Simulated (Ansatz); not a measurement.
# C₂HF₂I: basis-set convergence

How large a basis does C₂HF₂I need? Two functionals are run in growing sets.

Computed with Ansatz 0.2.0, Gaussian basis. Level: one geometry, several basis sets.

The runs, in order: PBE0-D4/def2-SVP; ωB97M-V/def2-SVP; PBE0-D4/def2-QZVPP; ωB97M-V/def2-QZVPP; the functionals' def2-TZVPP values are taken from earlier runs.

### 1 The geometry

All runs share one geometry, relaxed beforehand with PBE0-D4 in a triple-zeta def2 set. I takes the def2 core potential; no spin-orbit term is included.

SMILES `F/C=C(/F)I`, 6 atoms, charge 0, spin multiplicity 1.

Atoms are counted from 1 here; the program's logs count them from 0.

Bond lengths: F1–C2 1.327 Å, C2–C3 1.323 Å, C2–H6 1.083 Å, C3–F4 1.329 Å, C3–I5 2.060 Å. Angles: F1–C2–C3 121.9°, F1–C2–H6 115.1°, C3–C2–H6 123.0°, C2–C3–F4 119.7°, C2–C3–I5 124.9°, F4–C3–I5 115.4°.

Coordinates:

```tsv
atom	x (Å)	y (Å)	z (Å)
F1	-1.5304	0.8509	0.0921
C2	-0.4716	0.1948	0.5499
C3	0.4785	-0.2488	-0.2570
F4	1.5197	-0.9007	0.2491
I5	0.4933	-0.0133	-2.3038
H6	-0.4473	0.0530	1.6236
```

### 2 PBE0-D4 in def2-SVP

Input file in.yaml:

```yaml
crystal:
  periodic: [false, false, false]
  atoms:
    - {symbol: F, position_ang: [-1.530446, 0.850937, 0.092065]}
    - {symbol: C, position_ang: [-0.471572, 0.194815, 0.549884]}
    - {symbol: C, position_ang: [0.478454, -0.248817, -0.256982]}
    - {symbol: F, position_ang: [1.519726, -0.900740, 0.249082]}
    - {symbol: I, position_ang: [0.493271, -0.013302, -2.303828]}
    - {symbol: H, position_ang: [-0.447331, 0.053007, 1.623580]}
basis:
  gaussian: {orbitals: def2-SVP}
hamiltonian: {xc: pbe0, dispersion: d4}
output: {orbitals: {seedname: orbitals}}
```

Run with:

```
$ ansatz run in.yaml --threads 2 --pin off --events-out ev --progress --plain --max-ram 4352MiB
```

Further steps of the session: ωB97M-V in def2-SVP; PBE0-D4 in def2-QZVPP; ωB97M-V in def2-QZVPP.

**Question.** What will the summary of the whole plan be? Wanted: PBE0-D4: double and triple zeta above quadruple; ωB97M-V: double and triple zeta above quadruple.

As calculated:

| quantity | value |
| --- | --- |
| PBE0-D4: double and triple zeta above quadruple | 9.73, 0.42 eV |
| ωB97M-V: double and triple zeta above quadruple | 9.94, 0.40 eV |

In words: PBE0-D4 gains 9.31 eV from double to triple zeta, then 0.42 eV more. These are total energies; as a rule much of such shifts cancels in differences, which this series doesn't test.
